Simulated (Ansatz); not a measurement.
# HgS3: the cost of one run

Method: DFT r2SCAN, scalar-relativistic, plane waves, PAW, in Ansatz 0.2.0.

**1. The starting structure**

The structure is tetragonal, space group P4/mmm (No. 123). The conventional cell has a = 4.400 Å, b = 4.400 Å, c = 4.355 Å, α = 90.00°, β = 90.00°, γ = 90.00°. Hg (site symmetry 4/mmm) is surrounded by 12 S at 3.10 to 3.11 Å. S (site symmetry mmm) has 4 Hg at 3.10 Å and 8 S at 3.10 to 3.11 Å as nearest neighbours. S (site symmetry 4/mmm) has 8 S at 3.10 Å and 4 Hg at 3.11 Å as nearest neighbours.

Coordinates:

```xyz
4
Lattice="4.4003 0.0000 0.0000 0.0000 4.4003 0.0000 0.0000 0.0000 4.3550" Properties=species:S:1:pos:R:3 pbc="T T T"
Hg    0.0000    0.0000    0.0000
S     0.0000    2.2001    2.1775
S     2.2001    0.0000    2.1775
S     2.2001    2.2001    0.0000
```

(A quick probe on a coarse mesh, which set the mesh and smearing, is not shown.)

**3. A loose first relaxation**

File input.yaml:

```yaml
crystal:
  lattice:
    - [4.400260441, 0.0, 0.0]
    - [0.0, 4.400260441, 0.0]
    - [0.0, 0.0, 4.3550319053]
  atoms:
    - { symbol: Hg, position: [0.0, 0.0, 0.0] }
    - { symbol: S, position: [0.0, 0.5, 0.5] }
    - { symbol: S, position: [0.5, 0.0, 0.5] }
    - { symbol: S, position: [0.5, 0.5, 0.0] }
basis:
  ecutwfc: 500
kpoints:
  mp_grid: { grid: [4, 4, 4] }
hamiltonian:
  xc: r2scan
scf:
  occupations: { method: gaussian, width: 0.1 }
  lower_state_search: "off"
output:
  forces: true
  stress: true
  eigenvalues: true
relax:
  adjacent_minimum: "off"
  f_tol: 0.04
  max_steps: 70
  cell: { stress_tol: 0.4 }
```

On the command line:

```console
> ansatz run input.yaml --threads 1 --pin off --max-ram 2560MiB --backend cpu --events-out ev --progress --plain --runs-dir out
```

**Question.** How long does this run take on 1 thread of Arm Neoverse V2, shared host, and how much memory does it need?

About 71 s, with a peak of 0.54 GiB.
